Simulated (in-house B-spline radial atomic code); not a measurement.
**Sm⁸⁺: ionisation energy by several methods**

The task here is to estimate one member of a computed series from the others.

The numbers are computed with in-house B-spline radial atomic code version 1 (scalar-relativistic (X2C), several functionals, spin-polarised; spherical all-electron atom at the radial basis limit), except any that are marked as measured or tabulated.

## What is computed

* element: samarium (Z = 62)
* charge: +8
* electrons: 54
* configuration: [Kr] 4d10 4f4 5s2 5p2
* nucleus: Fermi, rms radius 5.082 fm

Outer shells as boxes (Hund's rule):

[Kr] 4d10 4f4 5s2 5p2
```
[Kr] core
4d [↑↓][↑↓][↑↓][↑↓][↑↓]
4f [↑ ][↑ ][↑ ][↑ ][  ][  ][  ]
5s [↑↓]
5p [↑ ][↑ ][  ]
```

Where spins are not typed, each open shell is filled with up spins first.

The first run:

Settings of the run:

```ini
Z = 62
electrons = 54.0
configuration = [Kr] 4d10 4f4 5s2 5p2
hamiltonian = x2c
method = r2scan
spin_polarised = True
nucleus = fermi
rms_radius = 5.0819
mass_number = 152
atomic_mass = 151.919738646
speed_of_light = 137.035999084
```

Among the steps run: r2SCAN, a meta-GGA; OLYP, a GGA; PBE, a GGA; M06-L, a meta-GGA; LDA (PW92).

One of the session's tables, all rows but one given; the rest of the session is left out.

| method | ΔSCF (eV) |
| --- | --- |
| LDA (PW92) | ? |
| OLYP | 134.11 |
| PBE | 133.89 |
| r2SCAN | 134.33 |
| M06-L | 133.54 |

Estimate the missing values for LDA (PW92).

The run gave: ΔSCF (eV): 134.24. In the column «ΔSCF (eV)» it lies between OLYP (134.11) and r2SCAN (134.33).

Limits of these values: Meta-GGA runs start from a PBE run whose iterations are not counted.
